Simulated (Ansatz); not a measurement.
# TaTe (Pm-3m) in Ansatz: equation of state

Aim: energy against volume of TaTe in PBE, for its equilibrium volume and stiffness.

Program: Ansatz 0.2.0. These are calculated values, not measurements. Logs are shortened: lines on timing, memory, paths and dates and some standing lists are left out, and cuts for length are marked.

## 1. Starting point

It takes space group Pm-3m (No. 221, cubic). Conventional cell: a = 3.420 Å, b = 3.420 Å, c = 3.420 Å, α = 90.00°, β = 90.00°, γ = 90.00°. Ta (site symmetry m-3m) has 8 Te at 2.96 Å as nearest neighbours. Around Te (site symmetry m-3m) lie 8 Ta at 2.96 Å.

The cell was built by a generator and needn't be a form met in nature.

## 2. Single point, PBE, 18.80 Å³/atom (volume scaled by 0.94)

input.yaml reads:

```yaml
crystal:
  lattice:
    - [3.3502726546, 0.0, 0.0]
    - [0.0, 3.3502726546, 0.0]
    - [0.0, 0.0, 3.3502726546]
  atoms:
    - { symbol: Ta, position: [0.5, 0.5, 0.5] }
    - { symbol: Te, position: [0.0, 0.0, 0.0] }
hamiltonian:
  xc: pbe
  pseudopotentials: { kind: paw }
kpoints:
  mp_grid: { grid: [8, 8, 8] }
scf:
  occupations: { method: fermi_dirac, width: 0.05 }
output:
  forces: true
  stress: true
  eigenvalues: true
```

Potentials or basis: Ansatz PAW.

The run is started by

```
ansatz run input.yaml --threads 2 --pin off --max-ram 5632MiB --backend cpu --events-out ev --progress --plain --runs-dir out
```

What it wrote:

```text
Warning: RAYON_NUM_THREADS=2 ignored (pool sized by the plan → 2); use --threads N
Engine: ansatz 0.2.0, x86_64-unknown-linux-gnu
Pseudopotentials: kind: paw
Pseudopotential: Ta, paw, valence charge 13, recommended cutoff 420 eV (normal), Ta.paw.azcp
Pseudopotential: Te, paw, valence charge 16, recommended cutoff 420 eV (normal), Te.paw.azcp
Functional definition: PBE
  parameter kappa = 0.804
  parameter beta = 0.06672455060314922
  exchange = pbe_x(kappa = kappa, mu = beta*pi^2/3)
  correlation = pbe_c(beta = beta)
Crystal: 2 atoms, lattice volume = 37.605 Å³
Basis set: ecut = 420 eV, 739 PW (Γ), exchange–correlation on 48×48×48 points (8 copies of the dense FFT grid, shifted against one another)
Bands: 19, of which v1, the nominal top of the filled ones, is band 15 counted from 1 (14 counted from 0)
Symmetry: 48 space group operations
Space group: Pm-3m (ITA 221), of the structure as read, at distance tolerance 3.4e-5 Å
k-points: 35 of 512
Non-local potential: Ta, projectors of the file, l = 0: 3, l = 1: 2, l = 2: 2, l = 3: 1
Non-local potential: Te, projectors of the file, l = 0: 2, l = 1: 2, l = 2: 2, l = 3: 2
PAW form: soft (Blöchl's): semilocal exchange-correlation on the pseudo side does not see the compensation charge
PAW one-centre angular grid: Ta, 590 points (default); XC on 64 Gauss nodes
PAW one-centre angular grid: Te, 590 points (default); XC on 64 Gauss nodes
Initial density: superposition of atomic densities (neutral atoms: chi_scale 0, normalization atom), corrected by the library's trained network
Initial wavefunctions: pseudopotential atomic-orbital guess
Functional: x = pbe(κ = 0.804, μ = 0.2195149727645171), c = pbe(β = 0.06672455060314922)
SCF iter   1: F=—  HF=-16911.715656 eV  |F-HF|=—  |Δ(HF+E_count)|=         —  Δρ=3.57e-3  dr2=5.95e-3  ethr=1.77e-3  ⟨swp⟩=5.8  Hψ=3281  notcnv=0
preconditioner: auto → none  [metal: Δε(μ)=0.029 eV  Ē_g=8.450 eV  σ=0.050 eV  W_gap=0.14  n_scr=6 (ndim 8)  ℏωp=20.1 eV  f_vac=0.000  D(μ)=3.34/eV (n_scr^D=32)  sad-step TF]
SCF iter   2: F=—  HF=-16911.715335 eV  |F-HF|=—  |Δ(HF+E_count)|=   3.21e-4  Δρ=2.45e-3  dr2=3.42e-3  ethr=2.05e-5  ⟨swp⟩=1.2  Hψ=959  notcnv=0
SCF iter   3: F=—  HF=-16911.714862 eV  |F-HF|=—  |Δ(HF+E_count)|=   4.72e-4  Δρ=6.87e-4  dr2=2.74e-4  ethr=1.18e-5  ⟨swp⟩=2.1  Hψ=786  notcnv=0
SCF iter   4: F=—  HF=-16911.714738 eV  |F-HF|=—  |Δ(HF+E_count)|=   1.24e-4  Δρ=2.66e-4  dr2=8.73e-6  ethr=9.45e-7  ⟨swp⟩=2.0  Hψ=1120  notcnv=0
SCF iter   5: F=—  HF=-16911.714741 eV  |F-HF|=—  |Δ(HF+E_count)|=   2.24e-6  Δρ=4.14e-5  dr2=3.56e-7  ethr=3.01e-8  ⟨swp⟩=2.0  Hψ=1136  notcnv=0
SCF iter   6: F=-16911.714740 eV  HF=-16911.714740 eV  |F-HF|=3.17e-8  |Δ(HF+E_count)|=   3.20e-7  Δρ=8.97e-6  dr2=2.28e-8  ethr=3.45e-10  ⟨swp⟩=5.2  Hψ=2865  notcnv=0
SCF 1 converged in 6 iterations: F = -16911.714740 eV  dr2 = 2.28e-8
SCF converged after 6 iterations
Free energy (F): -16911.714740 eV
Harris-Foulkes:  -16911.714740 eV  (|F-HF|=3.17e-8)
Internal energy: -16911.688670 eV  (E = F + TS)
E sigma→0 (E₀):  -16911.701705 eV
Entropy (-TS):   -0.026071 eV (-13.035 meV/atom)
Fermi energy:    19.356287 eV
--- Per-component energies (eV) ---
  E_band       = -223.037142
  E_kinetic    = 553.383140
  E_local      = -1237.458644  (includes V_loc(G=0)·N_el)
  E_nonlocal   = -294.799394
  E_hartree    = 781.577867
  E_xc         = -345.487039
  E_vxc        = -312.123944  (∫ρ·V_xc dr)
  E_paw        = -13060.572038  (= ΣΔE_a)
  E_vpaw       = -495.200739  (= ΣTr[D̂ρ^β])
  E_aug_tail   = -0.000028  (compensation charges beyond the density's cutoff)
  E_ewald      = -3308.332534
  E_smearing   = -0.026071  (= −TS)
  E_closure    = 0.000000  (closes the sum)
  Σ components = -16911.714740   (vs F -16911.714740, Δ=0.00e0)
--- Forces (eV/Å), atoms counted from 1 ---
  atom   1  Ta     0.00000000     0.00000000    -0.00000000
  atom   2  Te    -0.00000000     0.00000000     0.00000000
  max |Σ_I F_I| component: 2.15e-29 eV/Å
--- Stress (GPa, compression-positive) ---
       10.445731       0.000000       0.000000
       -0.000000      10.445731      -0.000000
        0.000000      -0.000000      10.445731
  P = ⅓ Tr σ = 10.4457 GPa (104.457 kbar)
--- Band table (eV; the first three rows and the last of 35) ---
  k-point 0: bands = ["-48.9148", "-18.5999", "-18.5999", "-18.5659", "-18.5659", "-18.5659", "-15.3951", "-15.3951", "-15.3951", "4.0067", "16.2754", "16.2754", "17.9389", "17.9389", "17.9389", "20.8910", "20.8910", "20.8910", "22.1191"]
  k-point 1: bands = ["-48.9139", "-18.5997", "-18.5946", "-18.5689", "-18.5689", "-18.5657", "-15.4248", "-15.3900", "-15.3900", "4.2263", "15.1965", "16.3821", "17.5740", "17.5740", "18.1748", "20.9175", "21.3967", "21.3967", "23.2228"]
  k-point 2: bands = ["-48.9116", "-18.5991", "-18.5818", "-18.5762", "-18.5762", "-18.5651", "-15.4958", "-15.3778", "-15.3778", "4.8447", "13.0912", "16.6662", "16.9233", "16.9233", "19.2732", "20.9828", "22.5332", "22.5332", "24.6426"]
  k-point 34: bands = ["-48.8960", "-18.6071", "-18.6071", "-18.6071", "-18.5407", "-18.5407", "-15.5086", "-15.5086", "-15.5086", "8.9400", "12.2460", "12.2460", "12.2460", "20.9675", "20.9675", "20.9675", "22.9464", "22.9464", "24.3857"]
```

Run time: 0.79 s. Hardware: 2 threads of Intel Xeon Platinum 8375C at 2.90GHz (Ice Lake), shared host; peak memory 0.37 GiB.

What came out:

```yaml
Free_energy: -16911.7147 eV
Pressure: 10.4 GPa
Band_gap_on_the_k_mesh: none (metal or under the smearing width)
```

## 3. Single point, PBE, 19.20 Å³/atom (volume scaled by 0.96)

input.yaml, as its differences from that of step 2:

```diff
@@ -2,5 +2,5 @@
   lattice:
-    - [3.3502726546, 0.0, 0.0]
-    - [0.0, 3.3502726546, 0.0]
-    - [0.0, 0.0, 3.3502726546]
+    - [3.3738669013, 0.0, 0.0]
+    - [0.0, 3.3738669013, 0.0]
+    - [0.0, 0.0, 3.3738669013]
   atoms:
@@ -19 +19,5 @@
   eigenvalues: true
+  write_density: true
+  write_potential: true
+  elf: true
+  volumetric_format: npy
```

Potentials or basis: Ansatz PAW.

The run is started by

```
ansatz run input.yaml --threads 2 --pin off --max-ram 5632MiB --backend cpu --events-out ev --progress --plain --runs-dir out
```

Run time: 1 s. Hardware: 2 threads of Intel Xeon Platinum 8375C at 2.90GHz (Ice Lake), shared host; peak memory 0.38 GiB.

The run converged. Its results:

| Property | Result |
| --- | --- |
| Free energy | -16911.7572 eV |
| Pressure | 6.6 GPa |
| Band gap on the k mesh | none (metal or under the smearing width) |

## 4. Single point, PBE, 19.60 Å³/atom (volume scaled by 0.98)

input.yaml reads:

```yaml
crystal:
  lattice:
    - [3.3971356842, 0.0, 0.0]
    - [0.0, 3.3971356842, 0.0]
    - [0.0, 0.0, 3.3971356842]
  atoms:
    - { symbol: Ta, position: [0.5, 0.5, 0.5] }
    - { symbol: Te, position: [0.0, 0.0, 0.0] }
hamiltonian:
  xc: pbe
  pseudopotentials: { kind: paw }
kpoints:
  mp_grid: { grid: [8, 8, 8] }
scf:
  occupations: { method: fermi_dirac, width: 0.05 }
output:
  forces: true
  stress: true
  eigenvalues: true
```

The run is started by

```
ansatz run input.yaml --threads 2 --pin off --max-ram 5632MiB --backend cpu --events-out ev --progress --plain --runs-dir out
```

It took 0.89 s on 2 threads of Intel Xeon Platinum 8375C at 2.90GHz (Ice Lake), shared host; peak memory 0.38 GiB.

It converged, with:

```yaml
Free_energy: -16911.7815 eV
Pressure: 3.2 GPa
Band_gap_on_the_k_mesh: none (metal or under the smearing width)
```

## 5. Single point, PBE, 20.00 Å³/atom

input.yaml, as its differences from that of step 4:

```diff
@@ -2,5 +2,5 @@
   lattice:
-    - [3.3971356842, 0.0, 0.0]
-    - [0.0, 3.3971356842, 0.0]
-    - [0.0, 0.0, 3.3971356842]
+    - [3.42009, 0.0, 0.0]
+    - [0.0, 3.42009, 0.0]
+    - [0.0, 0.0, 3.42009]
   atoms:
@@ -19 +19,5 @@
   eigenvalues: true
+  write_density: true
+  write_potential: true
+  elf: true
+  volumetric_format: npy
```

The run is started by

```
ansatz run input.yaml --threads 2 --pin off --max-ram 5632MiB --backend cpu --events-out ev --progress --plain --runs-dir out
```

It took 1 s on 2 threads of Intel Xeon Platinum 8375C at 2.90GHz (Ice Lake), shared host; peak memory 0.39 GiB.

Results (log left out):

```yaml
Free_energy: -16911.7896 eV
Pressure: 0.1 GPa
Band_gap_on_the_k_mesh: none (metal or under the smearing width)
```

## 6. Single point, PBE, 20.40 Å³/atom (volume scaled by 1.02)

input.yaml, as its differences from that of step 5:

```diff
@@ -2,5 +2,5 @@
   lattice:
-    - [3.42009, 0.0, 0.0]
-    - [0.0, 3.42009, 0.0]
-    - [0.0, 0.0, 3.42009]
+    - [3.4427402627, 0.0, 0.0]
+    - [0.0, 3.4427402627, 0.0]
+    - [0.0, 0.0, 3.4427402627]
   atoms:
@@ -19,5 +19 @@
   eigenvalues: true
-  write_density: true
-  write_potential: true
-  elf: true
-  volumetric_format: npy
```

Potentials or basis: Ansatz PAW.

The run is started by

```
ansatz run input.yaml --threads 2 --pin off --max-ram 5632MiB --backend cpu --events-out ev --progress --plain --runs-dir out
```

It took 0.83 s on 2 threads of Intel Xeon Platinum 8375C at 2.90GHz (Ice Lake), shared host; peak memory 0.38 GiB.

It converged, with:

```yaml
Free_energy: -16911.7832 eV
Pressure: -2.6 GPa
Band_gap_on_the_k_mesh: none (metal or under the smearing width)
```

## 7. Single point, PBE, 20.80 Å³/atom (volume scaled by 1.04)

input.yaml, as its differences from that of step 6:

```diff
@@ -2,5 +2,5 @@
   lattice:
-    - [3.4427402627, 0.0, 0.0]
-    - [0.0, 3.4427402627, 0.0]
-    - [0.0, 0.0, 3.4427402627]
+    - [3.4650963454, 0.0, 0.0]
+    - [0.0, 3.4650963454, 0.0]
+    - [0.0, 0.0, 3.4650963454]
   atoms:
```

The run is started by

```
ansatz run input.yaml --threads 2 --pin off --max-ram 5632MiB --backend cpu --events-out ev --progress --plain --runs-dir out
```

It took 0.84 s on 2 threads of Intel Xeon Platinum 8375C at 2.90GHz (Ice Lake), shared host; peak memory 0.39 GiB.

It converged, with:

```
Free energy            : -16911.7638 eV
Pressure               : -5.1 GPa
Band gap on the k mesh : none (metal or under the smearing width)
```

## 8. Single point, PBE, 21.20 Å³/atom (volume scaled by 1.06)

input.yaml, as its differences from that of step 7:

```diff
@@ -2,5 +2,5 @@
   lattice:
-    - [3.4650963454, 0.0, 0.0]
-    - [0.0, 3.4650963454, 0.0]
-    - [0.0, 0.0, 3.4650963454]
+    - [3.4871676178, 0.0, 0.0]
+    - [0.0, 3.4871676178, 0.0]
+    - [0.0, 0.0, 3.4871676178]
   atoms:
```

Potentials or basis: Ansatz PAW.

The run is started by

```
ansatz run input.yaml --threads 2 --pin off --max-ram 5632MiB --backend cpu --events-out ev --progress --plain --runs-dir out
```

What it wrote:

```text
Warning: RAYON_NUM_THREADS=2 ignored (pool sized by the plan → 2); use --threads N
Engine: ansatz 0.2.0, x86_64-unknown-linux-gnu
Pseudopotentials: kind: paw
Pseudopotential: Ta, paw, valence charge 13, recommended cutoff 420 eV (normal), Ta.paw.azcp
Pseudopotential: Te, paw, valence charge 16, recommended cutoff 420 eV (normal), Te.paw.azcp
Functional definition: PBE
  parameter kappa = 0.804
  parameter beta = 0.06672455060314922
  exchange = pbe_x(kappa = kappa, mu = beta*pi^2/3)
  correlation = pbe_c(beta = beta)
Crystal: 2 atoms, lattice volume = 42.405 Å³
Basis set: ecut = 420 eV, 799 PW (Γ), exchange–correlation on 48×48×48 points (8 copies of the dense FFT grid, shifted against one another)
Bands: 19, of which v1, the nominal top of the filled ones, is band 15 counted from 1 (14 counted from 0)
Symmetry: 48 space group operations
Space group: Pm-3m (ITA 221), of the structure as read, at distance tolerance 3.5e-5 Å
k-points: 35 of 512
Non-local potential: Ta, projectors of the file, l = 0: 3, l = 1: 2, l = 2: 2, l = 3: 1
Non-local potential: Te, projectors of the file, l = 0: 2, l = 1: 2, l = 2: 2, l = 3: 2
PAW form: soft (Blöchl's): semilocal exchange-correlation on the pseudo side does not see the compensation charge
PAW one-centre angular grid: Ta, 590 points (default); XC on 64 Gauss nodes
PAW one-centre angular grid: Te, 590 points (default); XC on 64 Gauss nodes
[... 10 lines left out ...]
SCF iter   6: F=-16911.732861 eV  HF=-16911.732861 eV  |F-HF|=5.25e-9  |Δ(HF+E_count)|=   8.96e-8  Δρ=4.41e-6  dr2=6.14e-9  ethr=3.00e-10  ⟨swp⟩=2.5  Hψ=2325  notcnv=0
SCF 1 converged in 6 iterations: F = -16911.732861 eV  dr2 = 6.14e-9
SCF converged after 6 iterations
Free energy (F): -16911.732861 eV
Harris-Foulkes:  -16911.732861 eV  (|F-HF|=5.25e-9)
Internal energy: -16911.703042 eV  (E = F + TS)
E sigma→0 (E₀):  -16911.717952 eV
Entropy (-TS):   -0.029819 eV (-14.910 meV/atom)
Fermi energy:    16.864459 eV
--- Per-component energies (eV) ---
  E_band       = -292.871938
  E_kinetic    = 546.383788
  E_local      = -1421.710079  (includes V_loc(G=0)·N_el)
  E_nonlocal   = -296.088571
  E_hartree    = 840.412314
  E_xc         = -342.603166
  E_vxc        = -308.245702  (∫ρ·V_xc dr)
  E_paw        = -13059.639233  (= ΣΔE_a)
  E_vpaw       = -494.039060  (= ΣTr[D̂ρ^β])
  E_aug_tail   = -0.000035  (compensation charges beyond the density's cutoff)
  E_ewald      = -3178.458059
  E_smearing   = -0.029819  (= −TS)
  E_closure    = 0.000000  (closes the sum)
  Σ components = -16911.732861   (vs F -16911.732861, Δ=0.00e0)
--- Forces (eV/Å), atoms counted from 1 ---
  atom   1  Ta     0.00000000    -0.00000000     0.00000000
  atom   2  Te    -0.00000000     0.00000000    -0.00000000
  max |Σ_I F_I| component: 2.36e-29 eV/Å
--- Stress (GPa, compression-positive) ---
       -7.267344      -0.000000       0.000000
       -0.000000      -7.267344       0.000000
        0.000000      -0.000000      -7.267344
  P = ⅓ Tr σ = -7.2673 GPa (-72.673 kbar)
--- Band table (eV; the first three rows and the last of 35) ---
  k-point 0: bands = ["-51.7661", "-20.9764", "-20.9764", "-20.9544", "-20.9544", "-20.9544", "-18.1954", "-18.1954", "-18.1954", "2.3957", "14.2666", "14.2666", "15.3500", "15.3500", "15.3500", "18.1415", "18.1415", "18.1415", "18.3241"]
  k-point 1: bands = ["-51.7656", "-20.9762", "-20.9731", "-20.9560", "-20.9560", "-20.9543", "-18.2132", "-18.1927", "-18.1927", "2.5783", "13.0501", "14.3611", "15.0753", "15.0753", "15.6592", "18.1672", "18.5522", "18.5522", "19.4665"]
  k-point 2: bands = ["-51.7645", "-20.9760", "-20.9652", "-20.9601", "-20.9601", "-20.9540", "-18.2557", "-18.1861", "-18.1861", "3.0881", "11.0386", "14.5667", "14.5667", "14.6113", "16.6638", "18.2307", "19.5119", "19.5119", "20.9258"]
  k-point 34: bands = ["-51.7563", "-20.9767", "-20.9767", "-20.9767", "-20.9406", "-20.9406", "-18.2701", "-18.2701", "-18.2701", "6.3669", "10.5189", "10.5189", "10.5189", "18.2879", "18.2879", "18.2879", "19.8263", "19.8263", "20.9522"]
```

Run time: 0.86 s. Hardware: 2 threads of Intel Xeon Platinum 8375C at 2.90GHz (Ice Lake), shared host; peak memory 0.38 GiB.

What came out:

- Free energy: -16911.7329 eV
- Pressure: -7.3 GPa
- Band gap on the k mesh: none (metal or under the smearing width)

## 9. Equation of state, PBE

Potentials or basis: Ansatz PAW.

No new run: the results of the series are fitted here.

Results:

| Quantity | Value |
| --- | --- |
| Equilibrium volume | 20.02 Å³/atom |
| Bulk modulus | 144 GPa |
| Pressure derivative of the bulk modulus | 4.6 |

Energy against volume, from the lowest point:
```tsv
volume (Å³/atom)	energy (meV/atom)
18.802	37.41
19.202	16.20
19.602	4.05
20.002	0.00
20.402	3.21
20.803	12.88
21.203	28.35
```

Spin-orbit coupling is left out, which matters for the levels of Ta, Te.
